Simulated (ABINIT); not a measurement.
Crystal: MnS.

```
Mn S
1.0
     0.00000    2.61225    2.61225
     2.61225    0.00000    2.61225
     2.61225    2.61225    0.00000
Mn S
1 1
Direct
  0.00000 0.00000 0.00000
  0.50000 0.50000 0.50000
```

Base run:

* Program: ABINIT 10.8.3 (patched build)
* Functional: PBE
* Potentials or basis: JTH PAW PBE v2.0
* Cutoff: 707 eV
* k mesh: 6 × 6 × 6
* Occupations: gaussian, width 0.05 eV
* Spin: no spin polarisation
* Hubbard terms: Mn d U = 7 eV

Its results: band gap on the k mesh none (metal or under the smearing width).

**Question.** The run is repeated on the same cell with these changes: functional from PBE to r2SCAN; spin from no spin polarisation to collinear spin, ferromagnetic start. What comes out?

**Answer.** Band gap on the k mesh 1.83 eV, indirect (least direct gap 3.84 eV); net moment 5.00 μB per cell; site moments Mn +4.59; S +0.06 μB.

Several settings changed at once, so the effect can't be laid on one alone.

Caveats: U without spin polarisation on a metal has little footing (some runs); a cell with one magnetic atom can't hold antiferromagnetic order, which such compounds often take (some runs).

A k mesh can miss the band edges.

Not every run made on this cell is shown here.
